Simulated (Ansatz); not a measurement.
**AlH3OSiZn: one species, many methods**

One table from this session's results is given with a row withheld; the runs are named, their logs left out.

Method: functionals in def2-TZVPP, the program's frozen cores in correlated methods; program: Ansatz 0.2.0, Gaussian basis.

The runs, in order: LDA (SPW92), PBE-D4, revPBE-D4, BLYP-D4, r2SCAN-D4, B97M-V, PBE0-D4, B3LYP-D4, r2SCANh-D4, r2SCAN0-D4, HSE06-D4, BHLYP-D4, CAM-B3LYP-D4, LC-ωPBE, ωB97X-V, ωB97M-V, B2PLYP, PBE-QIDH; CCSD(T)/def2-SVP; CCSD(T)/def2-TZVPP; MP2/def2-QZVPP; extrapolation to the limit; RPA on PBE.

## Structure used throughout

The geometry comes from an earlier relaxation with PBE0-D4 in a triple-zeta def2 set; it is a stationary point, not always the lowest conformer.

7 atoms, charge 0, spin multiplicity 1.

Atoms are counted from 1 here; the program's logs count them from 0.

Bond lengths: O1–Al2 1.697 Å, O1–Zn4 1.879 Å, Al2–Si3 2.507 Å, Al2–H5 1.580 Å, Si3–Zn4 2.377 Å, Si3–H6 1.489 Å, Si3–H7 1.489 Å. Angles: Al2–O1–Zn4 96.1°, O1–Al2–Si3 99.2°, O1–Al2–H5 126.6°, Si3–Al2–H5 134.2°, Al2–Si3–Zn4 66.0°, Al2–Si3–H6 121.4°, Al2–Si3–H7 121.4°, Zn4–Si3–H6 116.7°, Zn4–Si3–H7 116.7°, H6–Si3–H7 108.7°, O1–Zn4–Si3 98.6°.

Coordinates:

| atom | x (Å) | y (Å) | z (Å) |
| --- | --- | --- | --- |
| O1 | -1.9144 | -0.5728 | -0.7041 |
| Al2 | -0.4521 | 0.0785 | -1.2683 |
| Si3 | 0.8221 | 0.1320 | 0.8896 |
| Zn4 | -1.3860 | -0.7255 | 1.0923 |
| H5 | -0.1161 | 0.4918 | -2.7558 |
| H6 | 1.1097 | 1.4144 | 1.5898 |
| H7 | 1.9370 | -0.8184 | 1.1565 |

The first run:

File in.yaml:

```yaml
crystal:
  periodic: [false, false, false]
  atoms:
    - {symbol: O, position_ang: [-1.914440, -0.572788, -0.704136]}
    - {symbol: Al, position_ang: [-0.452133, 0.078521, -1.268278]}
    - {symbol: Si, position_ang: [0.822096, 0.132024, 0.889587]}
    - {symbol: Zn, position_ang: [-1.386035, -0.725490, 1.092282]}
    - {symbol: H, position_ang: [-0.116125, 0.491760, -2.755791]}
    - {symbol: H, position_ang: [1.109682, 1.414404, 1.589825]}
    - {symbol: H, position_ang: [1.936955, -0.818431, 1.156522]}
basis:
  gaussian: {orbitals: def2-TZVPP}
hamiltonian: {xc: lda}
output: {orbitals: {seedname: orbitals}}
```

Steps of the session up to this table: LDA; PBE-D4 (GGA); revPBE-D4 (GGA); BLYP-D4 (GGA); r2SCAN-D4 (meta-GGA); B97M-V (meta-GGA); PBE0-D4 (hybrid); B3LYP-D4 (hybrid); r2SCANh-D4 (hybrid); r2SCAN0-D4 (hybrid); HSE06-D4 (hybrid); BHLYP-D4 (hybrid); CAM-B3LYP-D4 (range-separated); LC-ωPBE (range-separated); ωB97X-V (range-separated); ωB97M-V (range-separated); B2PLYP (double hybrid); PBE-QIDH (double hybrid).

One of the session's tables, all rows but one given; the rest of the session is left out.

It belongs to the step «Orbital energies across the functionals». 

| functional | HOMO (eV) | LUMO (eV) | gap (eV) |
| --- | --- | --- | --- |
| LDA (SPW92) | -5.89 | -3.33 | 2.56 |
| PBE-D4 | -5.70 | -3.13 | 2.57 |
| revPBE-D4 | -5.63 | -3.04 | 2.59 |
| BLYP-D4 | -5.56 | -3.05 | 2.50 |
| r2SCAN-D4 | -5.87 | -2.97 | 2.90 |
| B97M-V | -5.86 | -3.19 | 2.67 |
| PBE0-D4 | ? | ? | ? |
| B3LYP-D4 | -6.37 | -2.64 | 3.73 |
| r2SCANh-D4 | -6.17 | -2.70 | 3.47 |
| r2SCAN0-D4 | -6.62 | -2.30 | 4.32 |
| HSE06-D4 | -6.12 | -2.75 | 3.36 |
| BHLYP-D4 | -7.19 | -1.69 | 5.50 |
| CAM-B3LYP-D4 | -7.63 | -1.56 | 6.07 |
| LC-ωPBE | -8.75 | -0.50 | 8.25 |
| ωB97X-V | -8.48 | -0.60 | 7.88 |
| ωB97M-V | -8.33 | -0.77 | 7.56 |

**Question.** Estimate the row for PBE0-D4.

**Answer.** HOMO (eV): -6.50; LUMO (eV): -2.40; gap (eV): 4.10. In the column «HOMO (eV)» it lies between r2SCAN0-D4 (-6.62) and B3LYP-D4 (-6.37).
